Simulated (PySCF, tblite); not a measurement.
# C5H8Si: geometry, infrared bands and NMR shifts

Wanted: the infrared bands and NMR shifts of C5H8Si (`C#C[C@H]1CC[SiH2]1`), by calculation.

Computed with tblite 0.8.0 and PySCF 2.14.0, with density-fitted response routines of our own, on a single molecule in the gas phase. Atoms are numbered from 0 throughout.

## 1. Starting geometry

14 atoms, charge 0, multiplicity 1; geometry from: force field or distance geometry start.

Bonds of the start (Å): C0–C1 1.22, C1–C2 1.43, C2–C3 1.57, C3–C4 1.56, C4–Si5 1.89, Si5–C2 1.91, C0–H6 1.06, C2–H7 1.10, C3–H8 1.12, C3–H9 1.09, C4–H10 1.10, C4–H11 1.09, Si5–H12 1.50, Si5–H13 1.49.

## 2. Optimising the geometry with GFN2-xTB

What the job is given:

```
{"job": {"kind": "relax", "xc": "GFN2-xTB", "basis": "xTB"}, "charge": 0, "multiplicity": 1}
C      2.928200    -0.609500    -0.250000
C      1.771100    -0.278900    -0.432600
C      0.411000     0.092500    -0.645800
C     -0.680400    -0.945300    -0.211500
C     -1.752600     0.098400     0.232700
Si    -0.334400     1.267400     0.669800
H      3.934700    -0.892600    -0.100000
H      0.225300     0.497500    -1.650600
H     -0.362800    -1.620200     0.620300
H     -1.020000    -1.615500    -1.007600
H     -2.367700     0.474100    -0.600900
H     -2.400500    -0.208200     1.053600
H      0.174300     1.065200     2.065400
H     -0.526800     2.674700     0.235000
```

Launch:

```
OMP_NUM_THREADS=1 python probes_run.py task.json out
```

This one command runs all jobs of the session in turn.

**Question.** This job is followed by: GFN2-xTB harmonic vibrations, gas phase; GIAO PBE0/pcSseg-1 NMR shielding, non-relativistic, gas phase. Predict these results of the whole session: strongest single infrared mode (GFN2-xTB); zero-point energy (GFN2-xTB); 13C shifts against TMS (PBE0/pcSseg-1); 1H shifts against TMS (PBE0/pcSseg-1); 29Si shifts against TMS (PBE0/pcSseg-1).

The runs gave:

```
                                 quantity                                               value
strongest single infrared mode (GFN2-xTB)                               2262 cm⁻¹, 424 km/mol
             zero-point energy (GFN2-xTB)                                       66.6 kcal/mol
   13C shifts against TMS (PBE0/pcSseg-1)                     91.8, 75.8, 32.0, 16.7, 7.7 ppm
    1H shifts against TMS (PBE0/pcSseg-1)  4.96, 4.84, 2.77, 2.74, 2.42, 1.71, 1.50, 1.38 ppm
  29Si shifts against TMS (PBE0/pcSseg-1)                                           -23.2 ppm
```

In words: Relaxing lowered the energy by 0.243 eV in 76 steps; the close pair that moved most is Si5–H12, from 1.499 to 1.461 Å. No mode is imaginary among the 36: a minimum at this level. The strongest single mode, at 2262 cm⁻¹, moves mainly H13. GFN2-xTB is a fitted tight-binding method: band positions and strengths are rough. Its intensities can rank the bands wrongly. At PBE0/pcSseg-1: The widest tensor belongs to C1: span 310 ppm, with a paramagnetic part of -161 ppm.
